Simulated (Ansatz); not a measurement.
# YNb4N: the cost of one run

Computed with Ansatz 0.2.0 (DFT PBE, scalar-relativistic, plane waves, PAW, unless a step's input says otherwise).

1 further run of the same task is left out (set aside as unsound or not needed).

## Step 1: The system as given

Symmetry: F-43m, No. 216, cubic system. The conventional cell has a = 7.434 Å, b = 7.434 Å, c = 7.434 Å, α = 90.00°, β = 90.00°, γ = 90.00°. Around Y (site symmetry -43m) lie 12 Nb at 3.08 Å and 4 N at 3.22 Å. Around Nb (site symmetry 3m) lie 6 Nb at 2.61 to 2.65 Å and 3 Y at 3.08 Å and 3 N at 3.08 Å. N (site symmetry -43m) is surrounded by 12 Nb at 3.08 Å and 4 Y at 3.22 Å.

Structure file:

```
CELL_PARAMETERS angstrom
0.00000 3.71711 3.71711
3.71711 0.00000 3.71711
3.71711 3.71711 0.00000
ATOMIC_POSITIONS crystal
Y 0.25000 0.25000 0.25000
Nb 0.37251 0.87583 0.87583
Nb 0.87583 0.87583 0.37251
Nb 0.87583 0.87583 0.87583
Nb 0.87583 0.37251 0.87583
N 0.50000 0.50000 0.50000
```

Recipe of the guess: species swapped into a database cell of ZrAlFe4 (F-43m, No. 216), with N on the Zr sites, Y on the Al sites and Nb on the Fe sites. The dimensions are guesses.

## Step 2: A first look at the guess

The input, input.yaml:

```yaml
crystal:
  lattice:
    - [0.0, 3.71710738, 3.71710738]
    - [3.71710738, 0.0, 3.71710738]
    - [3.71710738, 3.71710738, 0.0]
  atoms:
    - { symbol: "Y", position: [0.25, 0.25, 0.25] }
    - { symbol: Nb, position: [0.37251449, 0.8758285, 0.8758285] }
    - { symbol: Nb, position: [0.8758285, 0.8758285, 0.37251449] }
    - { symbol: Nb, position: [0.8758285, 0.8758285, 0.8758285] }
    - { symbol: Nb, position: [0.8758285, 0.37251449, 0.8758285] }
    - { symbol: "N", position: [0.5, 0.5, 0.5] }
basis:
  ecutwfc: 420
kpoints:
  mp_grid: { grid: [4, 4, 4] }
hamiltonian:
  xc: pbe
scf:
  occupations: { method: gaussian, width: 0.1 }
  lower_state_search: "off"
output:
  forces: true
  stress: true
  eigenvalues: true
```

Run with:

```bash
$ ansatz run input.yaml --threads 1 --pin off --max-ram 2560MiB --backend cpu --events-out ev --progress --plain --runs-dir out
```

Q: Estimate wall time and peak memory on 1 thread of Arm Neoverse V1, shared host.

About 3.3 s, with a peak of 0.32 GiB.
